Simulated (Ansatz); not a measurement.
# AlHI radical (SMILES [AlH][I]): single points off equilibrium

An exercise on one series of results from a longer session: the logs are not shown, and one member is left open.

The runs use Ansatz 0.2.0, Gaussian basis; single points in def2-TZVPP.

Correlated methods freeze the cores. Filled d shells of the heavier atoms are correlated. Core potentials replace the inner electrons past krypton, and spin-orbit coupling is left out. Orbitals are unrestricted.

## Where the work starts

SMILES `[AlH][I]`, 3 atoms, charge 0, spin multiplicity 2.

Atoms are counted from 1 here; the program's logs count them from 0.

Bond lengths: Al1–I2 2.387 Å, Al1–H3 1.632 Å. Angles: I2–Al1–H3 121.9°.

As a file:

```
atom    x (Å)    y (Å)    z (Å)
 Al1  -0.3033  -0.5151  -0.2187
  I2   1.7485  -0.1383   0.9423
  H3  -1.2967   0.7112  -0.6364
```

The first run:

run/in.yaml reads:

```yaml
crystal:
  periodic: [false, false, false]
  atoms:
    - {symbol: Al, position_ang: [-0.303267, -0.515076, -0.218710]}
    - {symbol: I, position_ang: [1.748503, -0.138301, 0.942318]}
    - {symbol: H, position_ang: [-1.296693, 0.711168, -0.636419]}
basis:
  gaussian: {orbitals: def2-TZVPP}
magnetization: {spin_polarized: true, initial_magnetization: 1}
hamiltonian: {xc: pbe, dispersion: d4}
output: {forces: true}
```

The run is started by

```sh
$ ansatz run in.yaml --threads 2 --pin off --events-out ev --progress --plain --max-ram 3481MiB
```

Among the steps run: PBE-D4/def2-TZVPP; r2SCAN-D4/def2-TZVPP; PBE0-D4/def2-TZVPP; wB97M-V/def2-TZVPP; CCSD(T)/def2-TZVPP.

One table of the session follows, with a row left open; its other results are not shown here.

| method | RMS force component (eV/Å) | angle to CCSD(T) forces (°) | dipole (D) |
| --- | --- | --- | --- |
| PBE-D4 | 0.721 | 9.3 | 0.49 |
| r2SCAN-D4 | ? | ? | ? |
| PBE0-D4 | 0.673 | 2.8 | 0.63 |
| wB97M-V | 0.693 | 1.4 | 0.89 |
| CCSD(T) | 0.701 | reference | 0.59 |

Q: Estimate the row for r2SCAN-D4 from the others.

**Answer.** RMS force component (eV/Å): 0.687; angle to CCSD(T) forces (°): 2.4; dipole (D): 0.58. In the column «RMS force component (eV/Å)» it lies between PBE0-D4 (0.673) and wB97M-V (0.693).
